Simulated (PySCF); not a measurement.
# C₅H₅O₃P: magnetic properties

What do calculations give for the magnetic properties of C₅H₅O₃P (`COC(=O)c1cpco1`)?

Computed with PySCF 2.14.0 and routines of our own; the level stands in each step. Atoms count from 0.

## Step 1: The starting structure

14 atoms, charge 0, multiplicity 1; geometry from: GFN2-xTB.

## Step 2: Magnetic properties: GIAO B3LYP/pcSseg-1

Job settings and geometry (Å):

```
{"job": {"kind": "mag", "xc": "B3LYP", "basis": "pcSseg-1", "isotopologues": 0}, "charge": 0, "multiplicity": 1}
C     -2.675877     0.425889    -0.397937
O     -1.262308     0.548038    -0.356697
C     -0.602114    -0.480270     0.186532
O     -1.129735    -1.471600     0.626701
C      0.852820    -0.253893     0.181972
C      1.809253    -1.107925     0.664120
P      3.421078    -0.437349     0.454139
C      2.657537     0.924972    -0.259842
O      1.330567     0.884984    -0.334705
H     -3.076986     0.321521     0.612360
H     -3.042632     1.336269    -0.864570
H     -2.964491    -0.450575    -0.981963
H      1.570969    -2.056885     1.106505
H      3.111241     1.816349    -0.658780
```

With the program's defaults for keys left out, this is: GIAO B3LYP/pcSseg-1 magnetisability, rotational g tensor and spin-rotation constants, non-relativistic, gas phase.

On the command line:

```console
$ OMP_NUM_THREADS=1 python excited_run.py task.json out
```

This one command runs all jobs of the session in turn.

Log:

```text
coarse grid: 13416 points
cycle   1  E = -760.2282091176  dE =  1.802e+00  |g| = 1.016e+00  |ddm| = 3.703e+00
cycle   2  E = -759.7094586254  dE =  5.188e-01  |g| = 1.937e+00  |ddm| = 2.404e+00
cycle   3  E = -760.3912686798  dE = -6.818e-01  |g| = 3.483e-01  |ddm| = 1.857e+00
cycle   4  E = -760.4114691773  dE = -2.020e-02  |g| = 1.338e-01  |ddm| = 3.238e-01
cycle   5  E = -760.4144011494  dE = -2.932e-03  |g| = 3.177e-02  |ddm| = 9.579e-02
cycle   6  E = -760.4145533848  dE = -1.522e-04  |g| = 1.844e-02  |ddm| = 3.796e-02
cycle   7  E = -760.4146324848  dE = -7.910e-05  |g| = 3.689e-03  |ddm| = 1.844e-02
cycle   8  E = -760.4146356135  dE = -3.129e-06  |g| = 1.193e-03  |ddm| = 4.715e-03
final grid: 128456 points
cycle   9  E = -760.5125607615  dE = -3.021e-05  |g| = 7.860e-03  |ddm| = 2.328e-02
cycle  10  E = -760.5125370841  dE =  2.368e-05  |g| = 1.310e-02  |ddm| = 1.609e-02
cycle  11  E = -760.5125732040  dE = -3.612e-05  |g| = 2.104e-03  |ddm| = 1.166e-02
cycle  12  E = -760.5125740278  dE = -8.238e-07  |g| = 5.214e-04  |ddm| = 1.723e-03
cycle  13  E = -760.5125740745  dE = -4.668e-08  |g| = 1.600e-04  |ddm| = 4.795e-04
cycle  14  E = -760.5125740797  dE = -5.161e-09  |g| = 5.474e-05  |ddm| = 1.652e-04
cycle  15  E = -760.5125740803  dE = -5.948e-10  |g| = 2.322e-05  |ddm| = 6.774e-05
converged SCF energy = -760.5125740803

Magnetisability tensor (1e-30 J/T^2)
    -1077.41       23.02       45.82
       23.02    -1090.33     -377.14
       45.82     -377.14    -1687.94
isotropic -1285.23   principal values   -1873.60  -1074.11   -907.96
isotropic susceptibility -77.398 1e-6 cm^3/mol

Inertial axes            a          b          c
rot. const./GHz      4.2463     0.8117     0.6843
chi total           -64.662    -54.701   -112.831
chi diamagnetic    -385.610  -1513.124  -1780.393
chi paramagnetic    320.948   1458.423   1667.562
quadrupole/D A        6.824     -3.570     -3.254
g nuclear            0.5595     0.5392     0.5405
g electronic        -0.6402    -0.5561    -0.5361
g total             -0.0808    -0.0169     0.0044

Spin-rotation constants (kHz, H = +C I.J)
atom  isotope        aa         bb         cc
  6    31P       10.152      1.862      0.865
  9     1H       -0.354     -0.054     -0.002
 10     1H       -0.352      0.025     -0.072
 11     1H       -0.353     -0.054     -0.002
 12     1H       -0.409      0.104     -0.076
 13     1H       -0.255      0.071     -0.071
  0    13C*       0.648      0.193      0.147
  1    17O*      -1.339     -0.150     -0.078
  2    13C*       2.166      0.271      0.185
  3    17O*      -2.149     -0.488     -0.043
  4    13C*       1.903      0.332      0.165
  5    13C*       1.559      0.436      0.088
  7    13C*       2.434      0.358      0.156
  8    17O*      -2.016     -0.377     -0.074
* in the singly substituted isotopologue
```

Wall time 31 s (1 thread of Arm Neoverse V1, shared host); peak memory 0.8 GiB.

From this job:

| quantity | value |
| --- | --- |
| magnetisability | -1285·10⁻³⁰ J/T² |
| molar susceptibility | -77.4·10⁻⁶ cm³/mol |
| rotational g (a, b, c) | -0.0808, -0.0169, 0.0044 |

## Step 3: Magnetic properties: GIAO BHandHLYP/pcSseg-0

The job, as its differences from that of step 2:

```diff
@@ -1,2 +1,2 @@
-{"job": {"kind": "mag", "xc": "B3LYP", "basis": "pcSseg-1", "isotopologues": 0}, "charge": 0, "multiplicity": 1}
+{"job": {"kind": "mag", "xc": "BHandHLYP", "basis": "pcSseg-0"}, "charge": 0, "multiplicity": 1}
 C     -2.675877     0.425889    -0.397937
```

Level: GIAO BHandHLYP/pcSseg-0 magnetisability, rotational g tensor and spin-rotation constants, non-relativistic, gas phase.

Log:

```text
coarse grid: 13416 points
cycle   1  E = -758.7286469441  dE =  2.142e+00  |g| = 8.932e-01  |ddm| = 4.426e+00
cycle   2  E = -758.5854266125  dE =  1.432e-01  |g| = 1.304e+00  |ddm| = 2.556e+00
cycle   3  E = -758.9014310478  dE = -3.160e-01  |g| = 1.761e-01  |ddm| = 1.542e+00
cycle   4  E = -758.9065143822  dE = -5.083e-03  |g| = 7.175e-02  |ddm| = 2.150e-01
cycle   5  E = -758.9074490898  dE = -9.347e-04  |g| = 1.055e-02  |ddm| = 7.241e-02
cycle   6  E = -758.9074665199  dE = -1.743e-05  |g| = 6.369e-03  |ddm| = 1.742e-02
cycle   7  E = -758.9074767248  dE = -1.020e-05  |g| = 1.385e-03  |ddm| = 1.034e-02
cycle   8  E = -758.9074773195  dE = -5.948e-07  |g| = 5.207e-04  |ddm| = 3.295e-03
final grid: 128456 points
cycle   9  E = -758.8752666030  dE = -1.017e-05  |g| = 1.896e-03  |ddm| = 1.211e-02
cycle  10  E = -758.8752666033  dE = -3.138e-10  |g| = 2.069e-03  |ddm| = 4.463e-03
cycle  11  E = -758.8752675930  dE = -9.897e-07  |g| = 4.097e-04  |ddm| = 3.073e-03
cycle  12  E = -758.8752676324  dE = -3.944e-08  |g| = 1.886e-04  |ddm| = 6.233e-04
cycle  13  E = -758.8752676404  dE = -7.963e-09  |g| = 6.432e-05  |ddm| = 2.583e-04
cycle  14  E = -758.8752676415  dE = -1.072e-09  |g| = 2.084e-05  |ddm| = 1.023e-04
cycle  15  E = -758.8752676416  dE = -1.075e-10  |g| = 7.570e-06  |ddm| = 3.339e-05
converged SCF energy = -758.8752676416

Magnetisability tensor (1e-30 J/T^2)
    -1134.71       36.74       44.97
       36.74    -1175.94     -401.75
       44.97     -401.75    -1814.60
isotropic -1375.08   principal values   -2012.11  -1132.29   -980.85
isotropic susceptibility -82.809 1e-6 cm^3/mol

Inertial axes            a          b          c
rot. const./GHz      4.2463     0.8117     0.6843
chi total           -68.175    -59.082   -121.172
chi diamagnetic    -387.538  -1513.739  -1782.162
chi paramagnetic    319.363   1454.657   1660.991
quadrupole/D A        7.657     -4.967     -2.690
g nuclear            0.5595     0.5392     0.5405
g electronic        -0.6371    -0.5547    -0.5340
g total             -0.0776    -0.0155     0.0065

Spin-rotation constants (kHz, H = +C I.J)
atom  isotope        aa         bb         cc
  6    31P       10.274      1.864      0.765
  9     1H       -0.405     -0.062     -0.008
 10     1H       -0.406      0.020     -0.076
 11     1H       -0.404     -0.062     -0.008
 12     1H       -0.432      0.094     -0.085
 13     1H       -0.301      0.068     -0.080
  0    13C*       0.571      0.178      0.132
  1    17O*      -1.334     -0.134     -0.056
  2    13C*       2.277      0.282      0.165
  3    17O*      -2.420     -0.563     -0.026
  4    13C*       1.894      0.334      0.156
  5    13C*       1.604      0.439      0.069
  7    13C*       2.649      0.366      0.140
  8    17O*      -2.111     -0.398     -0.055
* in the singly substituted isotopologue
```

It took 13 s on 1 thread of Arm Neoverse V1, shared host; peak memory 0.58 GiB.

In short:

| quantity | value |
| --- | --- |
| magnetisability | -1375·10⁻³⁰ J/T² |
| molar susceptibility | -82.8·10⁻⁶ cm³/mol |
| rotational g (a, b, c) | -0.0776, -0.0155, 0.0065 |

## Step 4: The levels compared

| level | ξ (10⁻³⁰ J/T²) | g(a) | g(b) | gap (eV) | functions | time |
| --- | --- | --- | --- | --- | --- | --- |
| GIAO B3LYP/pcSseg-1 | -1285 | -0.0808 | -0.0169 | 5.27 | 185 | 31 s |
| GIAO BHandHLYP/pcSseg-0 | -1375 | -0.0776 | -0.0155 | 7.74 | 95 | 13 s |

## Step 5: Outcome

```
                                            quantity                      value
       magnetisability (step 2, GIAO B3LYP/pcSseg-1)           -1285·10⁻³⁰ J/T²
  molar susceptibility (step 2, GIAO B3LYP/pcSseg-1)         -77.4·10⁻⁶ cm³/mol
rotational g (a, b, c) (step 2, GIAO B3LYP/pcSseg-1)   -0.0808, -0.0169, 0.0044
                     magnetisability over the levels  -1375 to -1285·10⁻³⁰ J/T²
```

What this shows: The magnetisability spreads by 6.8 % over 2 levels, from GIAO BHandHLYP/pcSseg-0 (13 s) to GIAO B3LYP/pcSseg-1 (31 s); the runs took 13 s to 31 s. Two levels can agree by chance, so this spread shows no convergence. Vibrational averaging and real surroundings are missing from these values.
